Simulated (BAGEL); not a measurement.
# UHF/6-31G(d) (density fitting with qzvpp-jkfit, spherical functions) run of Si2H5SO (SMILES O[SiH2]S[SiH2])

What is the vertical doublet–quartet gap of Si2H5SO at UHF/6-31G* (density fitting with qzvpp-jkfit, spherical functions)? 

The results are computed with BAGEL 1.2.2.

1 further run of the same task is left out (set aside as unsound or not needed). Runs told in other sessions of the task aren't counted.

**1. The molecule**

Si2H5SO: 9 atoms, total charge 0, spin state doublet. As SMILES, `O[SiH2]S[SiH2]`. The shape is that of a PBE0-D4/def2-TZVP optimisation. This is one conformer, not always the lowest.

Bond lengths: O1–Si2 1.638 Å, Si2–S3 2.143 Å, S3–Si4 2.129 Å, O1–H5 0.959 Å, Si2–H6 1.486 Å, Si2–H7 1.476 Å, Si4–H8 1.495 Å, Si4–H9 1.489 Å. Some angles: O1–Si2–S3 112.9°, Si2–S3–Si4 97.0°, O1–Si2–H6 111.4°, O1–Si2–H7 105.8°, S3–Si2–H6 107.3°, S3–Si2–H7 107.2°, Si2–O1–H5 118.0°, S3–Si4–H8 110.2°, S3–Si4–H9 107.5°, H6–Si2–H7 112.2°.

**2. A single-point energy at UHF/6-31G(d) (density fitting with qzvpp-jkfit, spherical functions)**

Input file job.json:

```json
{ "bagel": [

{
  "title": "molecule",
  "basis": "6-31gs.json",
  "df_basis": "qzvpp-jkfit",
  "angstrom": "true",
  "geometry": [
    { "atom": "O", "xyz": [   -0.385500,    1.720800,   -1.014500 ] },
    { "atom": "Si", "xyz": [   -1.120700,    0.633400,   -0.034100 ] },
    { "atom": "S", "xyz": [   -0.625100,   -1.394800,   -0.517500 ] },
    { "atom": "Si", "xyz": [    1.124200,   -1.529200,    0.689200 ] },
    { "atom": "H", "xyz": [    0.572500,    1.717100,   -1.051200 ] },
    { "atom": "H", "xyz": [   -0.753500,    0.852100,    1.388900 ] },
    { "atom": "H", "xyz": [   -2.569300,    0.796000,   -0.266700 ] },
    { "atom": "H", "xyz": [    1.867700,   -0.232000,    0.666700 ] },
    { "atom": "H", "xyz": [    1.978000,   -2.609700,    0.122200 ] }
  ]
},
{
  "title": "uhf",
  "nopen": 1
},
{
  "title": "print",
  "file": "orbitals.molden",
  "orbitals": "true"
}

]}
```

The basis set 6-31G* is read from a file made from the Basis Set Exchange's data (not shown).

Command:

```sh
$ BAGEL_NUM_THREADS=1 BAGEL job.json > job.out
```

The log of the run:

```text
* using 1 threads per process

  ===============================================================
  ===============================================================

  *** Geometry ***

  { "atom" : "O", "xyz" : [     -0.728489,      3.251841,     -1.917127 ] },
  { "atom" : "Si", "xyz" : [     -2.117816,      1.196953,     -0.064440 ] },
  { "atom" : "S", "xyz" : [     -1.181268,     -2.635790,     -0.977933 ] },
  { "atom" : "Si", "xyz" : [      2.124430,     -2.889769,      1.302399 ] },
  { "atom" : "H", "xyz" : [      1.081868,      3.244849,     -1.986480 ] },
  { "atom" : "H", "xyz" : [     -1.423909,      1.610236,      2.624641 ] },
  { "atom" : "H", "xyz" : [     -4.855273,      1.504222,     -0.503990 ] },
  { "atom" : "H", "xyz" : [      3.529441,     -0.438416,      1.259880 ] },
  { "atom" : "H", "xyz" : [      3.737878,     -4.931618,      0.230925 ] },

  Number of auxiliary basis functions:      551

  Since a DF basis is specified, we compute 2- and 3-index integrals:
    o Being stored without compression. Storage requirement is 0.027 GB

  Number of basis functions:       78
  Number of electrons      :       57

    * METHOD: MOLECULE                             0.33

  *** Open-shell HF ***

  === Nuclear Repulsion ===
   274.4954556963

      * DIIS with orbital gradients will be used.

  === UHF iteration (6-31gs.json) ===
      0      -1052.97044354          0.03707755           0.22
      1      -1053.09444944          0.02355315           0.22
      2      -1053.13389575          0.01536556           0.22
      3      -1053.16009572          0.00100497           0.22
      4      -1053.16062982          0.00032932           0.22
      5      -1053.16070299          0.00013107           0.22
      6      -1053.16073041          0.00003723           0.22
      7      -1053.16073440          0.00001352           0.22
      8      -1053.16073519          0.00000604           0.22
      9      -1053.16073544          0.00000210           0.22
     10      -1053.16073548          0.00000092           0.22
     11      -1053.16073548          0.00000042           0.22
     12      -1053.16073548          0.00000017           0.22
     13      -1053.16073548          0.00000007           0.22
     14      -1053.16073548          0.00000003           0.22
     15      -1053.16073548          0.00000002           0.22
     16      -1053.16073548          0.00000001           0.22
    * SCF iteration converged.

    * S^2 (UHF) is 0.7542

    * Permanent dipole moment:
           (   -0.727737,    -0.189944,    -0.589377) a.u.

    * METHOD: UHF                                  3.94

    * METHOD: PRINT                                0.01

  ===============================================================
```

Wall time 4.5 s (1 thread of Arm Neoverse V2, shared host); peak memory 0.13 GiB.

**3. The quartet at the same level**

Input file calc.json:

```json
{ "bagel": [

{
  "title": "molecule",
  "basis": "6-31gs.json",
  "df_basis": "qzvpp-jkfit",
  "angstrom": true,
  "geometry": [
    { "atom": "O", "xyz": [   -0.385500,    1.720800,   -1.014500 ] },
    { "atom": "Si", "xyz": [   -1.120700,    0.633400,   -0.034100 ] },
    { "atom": "S", "xyz": [   -0.625100,   -1.394800,   -0.517500 ] },
    { "atom": "Si", "xyz": [    1.124200,   -1.529200,    0.689200 ] },
    { "atom": "H", "xyz": [    0.572500,    1.717100,   -1.051200 ] },
    { "atom": "H", "xyz": [   -0.753500,    0.852100,    1.388900 ] },
    { "atom": "H", "xyz": [   -2.569300,    0.796000,   -0.266700 ] },
    { "atom": "H", "xyz": [    1.867700,   -0.232000,    0.666700 ] },
    { "atom": "H", "xyz": [    1.978000,   -2.609700,    0.122200 ] }
  ]
},
{
  "title": "uhf",
  "nopen": 3
},
{
  "title": "print",
  "file": "orbitals.molden",
  "orbitals": true
}

]}
```

The basis set 6-31G* is read from a file made from the Basis Set Exchange's data (not shown).

Command:

```sh
$ BAGEL_NUM_THREADS=1 BAGEL calc.json > calc.out
```

The log of the run:

```text
* using 1 threads per process

  ===============================================================
  ===============================================================

  *** Geometry ***

  { "atom" : "O", "xyz" : [     -0.728489,      3.251841,     -1.917127 ] },
  { "atom" : "Si", "xyz" : [     -2.117816,      1.196953,     -0.064440 ] },
  { "atom" : "S", "xyz" : [     -1.181268,     -2.635790,     -0.977933 ] },
  { "atom" : "Si", "xyz" : [      2.124430,     -2.889769,      1.302399 ] },
  { "atom" : "H", "xyz" : [      1.081868,      3.244849,     -1.986480 ] },
  { "atom" : "H", "xyz" : [     -1.423909,      1.610236,      2.624641 ] },
  { "atom" : "H", "xyz" : [     -4.855273,      1.504222,     -0.503990 ] },
  { "atom" : "H", "xyz" : [      3.529441,     -0.438416,      1.259880 ] },
  { "atom" : "H", "xyz" : [      3.737878,     -4.931618,      0.230925 ] },

  Number of auxiliary basis functions:      551

  Since a DF basis is specified, we compute 2- and 3-index integrals:
    o Being stored without compression. Storage requirement is 0.027 GB

  Number of basis functions:       78
  Number of electrons      :       57

    * METHOD: MOLECULE                             0.34

  *** Open-shell HF ***

  === Nuclear Repulsion ===
   274.4954556963

      * DIIS with orbital gradients will be used.

  === UHF iteration (6-31gs.json) ===
      0      -1052.61002613          0.03994524           0.22
      1      -1052.70213849          0.03720147           0.22
      2      -1052.78935072          0.02861221           0.22
      3      -1052.89963564          0.00232577           0.22
      4      -1052.90762102          0.00139614           0.22
      5      -1052.91171130          0.00108941           0.22
      6      -1052.91749631          0.00094482           0.21
      7      -1052.92190365          0.00088245           0.22
      8      -1052.92791938          0.00064790           0.23
      9      -1052.93155907          0.00068090           0.22
     10      -1052.93402549          0.00039947           0.22
     11      -1052.93401554          0.00024934           0.22
     12      -1052.93453792          0.00047169           0.21
     13      -1052.93501822          0.00015592           0.22
     14      -1052.93508292          0.00007294           0.21
     15      -1052.93512145          0.00003992           0.22
     16      -1052.93513003          0.00001948           0.22
     17      -1052.93513146          0.00001236           0.22
     18      -1052.93513233          0.00000707           0.21
     19      -1052.93513256          0.00000457           0.21
     20      -1052.93513266          0.00000287           0.22
     21      -1052.93513268          0.00000205           0.22
     22      -1052.93513269          0.00000163           0.22
     23      -1052.93513270          0.00000106           0.22
     24      -1052.93513271          0.00000066           0.22
     25      -1052.93513271          0.00000046           0.22
     26      -1052.93513271          0.00000025           0.22
     27      -1052.93513271          0.00000015           0.22
     28      -1052.93513271          0.00000008           0.22
     29      -1052.93513271          0.00000004           0.22
     30      -1052.93513271          0.00000003           0.22
     31      -1052.93513271          0.00000003           0.21
     32      -1052.93513271          0.00000002           0.22
     33      -1052.93513271          0.00000001           0.22
     34      -1052.93513271          0.00000001           0.22
    * SCF iteration converged.

    * S^2 (UHF) is 3.7711

    * Permanent dipole moment:
           (    1.118229,    -0.555282,     0.488493) a.u.

    * METHOD: UHF                                  7.82

    * METHOD: PRINT                                0.01

  ===============================================================
```

Wall time 8.4 s (1 thread of Arm Neoverse V2, shared host); peak memory 0.13 GiB.

**4. What came out**

Level: UHF/6-31G* (density fitting with qzvpp-jkfit, spherical functions).

| quantity | value |
| --- | --- |
| doublet: total energy | -1053.16074 Eh |
| doublet: dipole moment | 2.43 D |
| doublet: ⟨S²⟩ | 0.754 |
| quartet: total energy | -1052.93513 Eh |
| quartet: dipole moment | 3.41 D |
| quartet: ⟨S²⟩ | 3.771 |
| vertical energy of the quartet above the doublet | 6.139 eV |

At this shape the quartet lies 6.14 eV (142 kcal/mol) above the doublet.
